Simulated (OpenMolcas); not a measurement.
**Au⁵⁺ among point charges: CASSCF and CASPT2 levels and susceptibility**

Aim: the splitting of the states of Au⁵⁺ in the field of 8 point charges, its lowest levels with spin-orbit coupling and its magnetic susceptibility.

Method: state-averaged CASSCF and CASPT2, spin-orbit coupling by RASSI with atomic mean-field integrals. Code: OpenMolcas 26.06.

### 1 What is computed

```
Species                           : Au⁵⁺ (gold, Z = 79, 74 electrons)
Basis                             : ANO-RCC-VDZP [7s6p4d2f], 59 functions
Scalar Hamiltonian                : DKH2, point nucleus
Inactive shells                   : 1s 2s 2p 3s 3p 3d 4s 4p 4d 4f 5s 5p
Active space                      : 6 electrons in 5 orbitals (5d)
Some configurations of this space : 5d⁶
Orbitals                          : optimised for each spin and parity, averaged over all roots
```

The outer shells:

5d6
```
5d [↑↓][↑ ][↑ ][↑ ][↑ ]
```

The ion sits among 8 point charges of -1 e arranged as a cube (Oh), 1.84 Å from the ion.

Each step is its own input file, run in one work folder so that later steps find the files of earlier ones. Labels, J, g values, rates, χT and fits are worked out afterwards by a script from the matrices that RASSI stores. The input lists half of the charges; inversion (Group=XYZ) makes the rest.

### 2 Basis and integrals

The input, a.inp:

```
&GATEWAY
Coord
1

Au 0.0 0.0 0.0
Basis=ANO-RCC-VDZP
Group=XYZ
NoMove
AngMom=0.0 0.0 0.0
AMFI
XField
4 Angstrom 0
1.062324 1.062324 1.062324 -1.000000
1.062324 1.062324 -1.062324 -1.000000
1.062324 -1.062324 1.062324 -1.000000
1.062324 -1.062324 -1.062324 -1.000000
&SEWARD
```

Run with:

```sh
OMP_NUM_THREADS=1 MOLCAS_MEM=1689 MOLCAS_PROJECT=a pymolcas a.inp > a.log
```

### 3 Reference wave functions, quintets of even parity, 5 roots

The input, a.inp:

```
&RASSCF
FileOrb=start.orb
Symmetry=1
Spin=5
nActEl=6 0 0
Inactive=15 19
Ras2=5 0
CIRoot=5 5 1
SDav=5
CIMx=300
Iter=120 100
PrWF=0.3
OrbListing=Nothing
MaxOrb=0
>>> COPY $Project.JobIph JOB001
```

start.orb holds the contracted functions of the basis, ordered by shell, or the orbitals of the step before.

### 4 Reference wave functions, triplets of even parity, 45 roots

The input, a.inp:

```
&RASSCF
FileOrb=start.orb
Symmetry=1
Spin=3
nActEl=6 0 0
Inactive=15 19
Ras2=5 0
CIRoot=45 45 1
SDav=45
CIMx=300
Iter=120 100
PrWF=0.3
OrbListing=Nothing
MaxOrb=0
>>> COPY $Project.JobIph JOB002
```

### 5 CASSCF: singlets of even parity, 50 roots

The input, a.inp:

```
&RASSCF
FileOrb=start.orb
Symmetry=1
Spin=1
nActEl=6 0 0
Inactive=15 19
Ras2=5 0
CIRoot=50 50 1
SDav=50
CIMx=300
Iter=120 100
PrWF=0.3
OrbListing=Nothing
MaxOrb=0
>>> COPY $Project.JobIph JOB003
```

### 6 State interaction with spin-orbit coupling

The input, a.inp:

```
&RASSI
NrOfJobIphs=3 5 45 50
1 2 3 4 5
1 2 3 4 5 6 7 8 9 10 11 12 13 14 15 16 17 18 19 20 21 22 23 24 25 26 27
28 29 30 31 32 33 34 35 36 37 38 39 40 41 42 43 44 45
1 2 3 4 5 6 7 8 9 10 11 12 13 14 15 16 17 18 19 20 21 22 23 24 25 26 27
28 29 30 31 32 33 34 35 36 37 38 39 40 41 42 43 44 45 46 47 48 49 50
IphNames
JOB001
JOB002
JOB003
EJob
SpinOrbit
DIPRint=1.0
SOCoupling=1000.0
Subsets=2
Property=9
'ANGMOM' 1 'ANGMOM' 2 'ANGMOM' 3 'MLTPL  1' 1 'MLTPL  1' 2 'MLTPL  1' 3
'AMFI' 1 'AMFI' 2 'AMFI' 3
SOProperty=3
'ANGMOM' 1 'ANGMOM' 2 'ANGMOM' 3
```

### 7 CASPT2: IPEA 0.25, imaginary shift 0.1 (closed shells correlated: 5s 5p)

The input, a.inp:

```
>>> COPY JOB001 $Project.JobIph
&CASPT2
Multistate=5 1 2 3 4 5
NoMult
Frozen=14 16
IPEA=0.25
Imaginary=0.1
MaxIter=60
WThr=0.0 0.3 0.05
PrWF=0.5
NoMix
>>> COPY JOB002 $Project.JobIph
&CASPT2
Multistate=45 1 2 3 4 5 6 7 8 9 10 11 12 13 14 15 16 17 18 19 20 21 22
23 24 25 26 27 28 29 30 31 32 33 34 35 36 37 38 39 40 41 42 43 44 45
NoMult
Frozen=14 16
IPEA=0.25
Imaginary=0.1
MaxIter=60
WThr=0.0 0.3 0.05
PrWF=0.5
NoMix
>>> COPY JOB003 $Project.JobIph
&CASPT2
Multistate=50 1 2 3 4 5 6 7 8 9 10 11 12 13 14 15 16 17 18 19 20 21 22
23 24 25 26 27 28 29 30 31 32 33 34 35 36 37 38 39 40 41 42 43 44 45 46
47 48 49 50
NoMult
Frozen=14 16
IPEA=0.25
Imaginary=0.1
MaxIter=60
WThr=0.0 0.3 0.05
PrWF=0.5
NoMix
```

(Steps that only read results are left out.)

**Question.** What will these runs give? Wanted: spin-free ground state; first state of the same spin within the active space; lowest level; next level.

As calculated:

| quantity | value |
| --- | --- |
| method | SS-CASPT2, IPEA 0.25, imaginary shift 0.1 (closed shells correlated: 5s 5p) |
| spin-free ground state | 5E, 2-fold in its orbital part |
| first state of the same spin within the active space | 5T2 at 4910 cm⁻¹ |
| lowest level | 1-fold A1 |
| next level | 120.6 cm⁻¹ |
| χT at 300 K | 4.43 cm³ K/mol |
| effective moment at 300 K | 5.95 μB |

Cost by method:

| method | time of its own steps | time with the reference |
| --- | --- | --- |
| A. CASSCF | 34 s | 34 s |
| B. SS-CASPT2, IPEA 0.25, imaginary shift 0.1, +5s 5p | 9.8 s | 44 s |

Times are of one thread on a shared host.

What this shows: The spin-free ground state (5E) comes to 100 % from free-ion D terms and keeps the highest spin of the shell. χT at 300 K is 4.43, against 3.01 cm³ K/mol for the spin alone, so orbital moment adds to it. An active space of the d shell alone favours high spin; real ions in strong fields can be low spin. CASPT2 does not keep the components of a term degenerate, and the means are used. An orbital doublet at a regular site is open to a Jahn-Teller distortion, which this geometry leaves out. The field of point charges can differ much from that of real complexes. With metal d orbitals alone active, the gaps between spin states are rough; where two lie within a few thousand cm-1, their order is open. This is an electrostatic model: the charges have no orbitals.
